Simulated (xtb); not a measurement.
# GFN2-xTB run of Si2Cl3OF3 (SMILES F[Si](F)(F)O[Si](Cl)(Cl)Cl)

Aim: a geometry optimisation of Si2Cl3OF3. 

The calculation is run with xtb 6.7.1 later snapshot.

5 further runs of the same task are left out: 5 set aside as unsound or not needed.

## (1) The system as given

Si2Cl3OF3 has 9 atoms, charge 0, and is taken as a singlet. As SMILES, `F[Si](F)(F)O[Si](Cl)(Cl)Cl`. All atoms were displaced at random from a relaxed shape. The run starts from this shape.

Bond lengths: F1–Si2 1.590 Å, Si2–F3 1.600 Å, Si2–F4 1.488 Å, Si2–O5 1.630 Å, O5–Si6 1.553 Å, Si6–Cl7 2.045 Å, Si6–Cl8 1.974 Å, Si6–Cl9 1.967 Å. Some angles: F1–Si2–F3 102.9°, F1–Si2–F4 114.6°, F1–Si2–O5 110.3°, F3–Si2–F4 116.3°, F3–Si2–O5 103.9°, F4–Si2–O5 108.2°, Si2–O5–Si6 159.9°, O5–Si6–Cl7 109.8°, O5–Si6–Cl8 109.6°, O5–Si6–Cl9 111.3°.

## (2) A geometry optimisation at GFN2-xTB

mol.xyz

```xyz
9

F     -2.304970    -0.012300     1.108140
Si    -0.875940     0.669370     1.252020
F     -0.195190    -0.173480     2.429570
F     -0.908120     2.145830     1.431490
O      0.043590     0.334710    -0.052050
Si     0.824010    -0.487410    -1.114320
Cl     2.621630    -1.084030    -0.342930
Cl    -0.225250    -2.081060    -1.621970
Cl     1.175540     0.581200    -2.727570
```

Started as:

```bash
$ xtb mol.xyz --gfn 2 --opt extreme > mol.out 2> xtb.err
```

What values should one expect? Wanted: total energy at the end; dipole moment; HOMO energy; LUMO energy; HOMO–LUMO gap; dispersion energy; mean polarisability.

Computed results:

At GFN2-xTB:

| quantity | value |
| --- | --- |
| total energy at the end | -35.78899 Eh |
| dipole moment | 0.90 D |
| HOMO energy | -12.62 eV |
| LUMO energy | -5.65 eV |
| HOMO–LUMO gap | 6.97 eV |
| dispersion energy | -30.50 kJ/mol |
| mean polarisability (D4 model) | 115.4 bohr³ |

In words: At the final geometry: Bond lengths: F1–Si2 1.574 Å, Si2–F3 1.574 Å, Si2–F4 1.571 Å, Si2–O5 1.583 Å, O5–Si6 1.633 Å, Si6–Cl7 1.992 Å, Si6–Cl8 1.993 Å, Si6–Cl9 1.990 Å. Some angles: F1–Si2–F3 107.8°, F1–Si2–F4 109.0°, F1–Si2–O5 110.9°, F3–Si2–F4 108.8°, F3–Si2–O5 111.5°, F4–Si2–O5 108.8°, Si2–O5–Si6 159.3°, O5–Si6–Cl7 106.8°, O5–Si6–Cl8 107.4°, O5–Si6–Cl9 104.2°. The optimisation took 32 steps and changed the energy by -0.416 eV. Mulliken charges run from -0.38 on O5 to +0.76 on Si2.
